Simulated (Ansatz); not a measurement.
# Si2PN2 (element-swapped structure): how the settings move a single-point run

Method: reference: DFT PBE, plane waves, PAW, scalar-relativistic, no spin polarisation, in Ansatz 0.2.0.

### 1 The system as given

Symmetry: Cmc2_1, No. 36, orthorhombic system. The conventional cell has a = 9.629 Å, b = 5.947 Å, c = 5.253 Å, α = 90.00°, β = 90.00°, γ = 90.00°. Si (site symmetry 1) has 1 P at 1.76 Å and 3 N at 1.86 to 1.87 Å as nearest neighbours. N (site symmetry 1) is surrounded by 3 Si at 1.86 to 1.87 Å. Around P (site symmetry m) lie 2 Si at 1.76 Å.

Coordinates:

```cif
data_structure
_symmetry_space_group_name_H-M 'P 1'
_symmetry_Int_Tables_number 1
_cell_length_a 5.6589
_cell_length_b 5.6589
_cell_length_c 5.2526
_cell_angle_alpha 90.000
_cell_angle_beta 90.000
_cell_angle_gamma 63.401
_cell_volume 150.41
loop_
_atom_site_label
_atom_site_type_symbol
_atom_site_fract_x
_atom_site_fract_y
_atom_site_fract_z
_atom_site_occupancy
Si1 Si 0.32760 0.02640 0.71630 1
Si2 Si 0.67240 0.97360 0.21630 1
Si3 Si 0.97360 0.67240 0.71630 1
Si4 Si 0.02640 0.32760 0.21630 1
N1 N 0.34310 0.09670 0.37260 1
N2 N 0.65690 0.90330 0.87260 1
N3 N 0.90330 0.65690 0.37260 1
N4 N 0.09670 0.34310 0.87260 1
P1 P 0.20730 0.79270 0.76420 1
P2 P 0.79270 0.20730 0.26420 1
```

### 2 Reference

File input.yaml:

```yaml
crystal:
  lattice:
    - [4.814643, 2.973657, 0.0]
    - [4.814643, -2.973657, 0.0]
    - [0.0, 0.0, -5.252641]
  atoms:
    - { symbol: Si, position: [0.3276, 0.0264, 0.7163] }
    - { symbol: Si, position: [0.6724, 0.9736, 0.2163] }
    - { symbol: Si, position: [0.9736, 0.6724, 0.7163] }
    - { symbol: Si, position: [0.0264, 0.3276, 0.2163] }
    - { symbol: "N", position: [0.3431, 0.0967, 0.3726] }
    - { symbol: "N", position: [0.6569, 0.9033, 0.8726] }
    - { symbol: "N", position: [0.9033, 0.6569, 0.3726] }
    - { symbol: "N", position: [0.0967, 0.3431, 0.8726] }
    - { symbol: P, position: [0.2073, 0.7927, 0.7642] }
    - { symbol: P, position: [0.7927, 0.2073, 0.2642] }
  symmetry: { tolerance: 0.0003 }
kpoints:
  mp_grid: { grid: [4, 4, 4], shift: [0, 0, 0] }
magnetization:
  spin_polarized: false
scf:
  occupations: { method: fermi_dirac, width: 0.0146 }
hamiltonian:
  pseudopotentials: { kind: paw }
  xc: pbe
basis:
  ecutwfc: 420
output:
  forces: true
  stress: true
  eigenvalues: true
```

Launch:

```console
$ ansatz run input.yaml --threads 1 --pin off --max-ram 2560MiB --backend cpu --events-out ev --progress --plain --runs-dir out
```

What time and memory should one allow on 1 thread of Arm Neoverse V2, shared host?

About 14 s, with a peak of 0.36 GiB.
